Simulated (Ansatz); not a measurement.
# Ta: an axial (c/a) deformation path

One table from this session's results is given with a row withheld; the runs are named, their logs left out.

This is Ta in the hcp structure; at room conditions it is bcc.

Program: Ansatz 0.2.0. Level of theory: DFT r2SCAN, scalar-relativistic, plane waves, PAW. These are calculated values, not measurements.

1 further run of the same task is left out (set aside as unsound or not needed).

### The structure to begin with

Symmetry: P6_3/mmc, No. 194, hexagonal system. Conventional cell: a = 2.900 Å, b = 2.900 Å, c = 5.166 Å, α = 90.00°, β = 90.00°, γ = 120.00°. Ta (site symmetry -6m2) is surrounded by 12 Ta at 2.90 to 3.08 Å.

Coordinates:

```cif
data_structure
_symmetry_space_group_name_H-M 'P6_3/mmc'
_symmetry_Int_Tables_number 194
_cell_length_a 2.9004
_cell_length_b 2.9004
_cell_length_c 5.1663
_cell_angle_alpha 90.000
_cell_angle_beta 90.000
_cell_angle_gamma 120.000
_cell_volume 37.64
loop_
_atom_site_label
_atom_site_type_symbol
_atom_site_symmetry_multiplicity
_atom_site_Wyckoff_symbol
_atom_site_fract_x
_atom_site_fract_y
_atom_site_fract_z
_atom_site_occupancy
Ta1 Ta 2 c 0.66667 0.33333 0.75000 1
```

It goes back to an entry of the Materials Project, which need not be the stable form.

No relaxation comes first: the listed cell is the starting point.

### The reference cell

The reference gives a free energy of -19888.0341 eV, pressure -3.31 GPa, largest force 0.000 eV/Å and gap on the mesh none (metal). It was computed beforehand with the settings of the runs below.

The first run:

At fixed volume and fractional coordinates, lengths along (0.000, 0.000, 1.000) are scaled against those across it; ρ is that ratio over its starting value.

input.yaml

```yaml
crystal:
  lattice:
    - [3.0618276416, 0.0, 0.0]
    - [-1.5309138208, 2.6516205196, 0.0]
    - [0.0, 0.0, 4.6357860716]
  atoms:
    - { symbol: Ta, position: [0.6666666667, 0.3333333333, 0.75] }
    - { symbol: Ta, position: [0.3333333333, 0.6666666667, 0.25] }
basis:
  ecutwfc: 500
kpoints:
  mp_grid: { grid: [24, 24, 10] }
hamiltonian:
  xc: r2scan
scf:
  occupations: { method: gaussian, width: 0.15 }
output:
  forces: true
  stress: true
  eigenvalues: true
  write_density: true
  write_potential: true
  elf: true
  volumetric_format: npy
```

Command:

```console
$ ansatz run input.yaml --threads 1 --pin off --max-ram 2560MiB --backend cpu --events-out ev --progress --plain --runs-dir out
```

Steps of the session up to this table: At ρ = 0.850; Point ρ = 1.200; At ρ = 0.920; Point ρ = 1.100; ρ = 0.960; ρ = 1.050; Point ρ = 0.800; ρ = 1.300.

One table of the session follows, with a row left open; its other results are not shown here.

The scan, with free energies counted from the undisturbed cell:

| ρ | ΔE (meV/atom) | pressure (GPa) |
| --- | --- | --- |
| 0.800 | 181.1 | -1.8 |
| 0.850 | 126.7 | -2.8 |
| 0.920 | 43.3 | -3.4 |
| 0.960 | 10.3 | -3.5 |
| 1.000 | 0.0 | -3.3 |
| 1.050 | 23.7 | -2.4 |
| 1.100 | 85.2 | -0.9 |
| 1.200 | ? | ? |
| 1.300 | 643.8 | 12.5 |

**Question.** Estimate the row for ρ = 1.200.

Worked estimate for «ΔE (meV/atom)». A straight line through the neighbours (1.100, 85.2) and (1.300, 643.8) gives 85.2 + (643.8 − 85.2) × (1.200 − 1.100) / (1.300 − 1.100) = 364.5; a parabola fitted to 3 rows on both sides gives 302.0.

**Answer.** ΔE (meV/atom): 308.3; pressure (GPa): 4.2. In «ΔE (meV/atom)» the line misses by +56.2 and the parabola by -6.3.

Limits of these values: Spin-orbit coupling is left out for Ta.
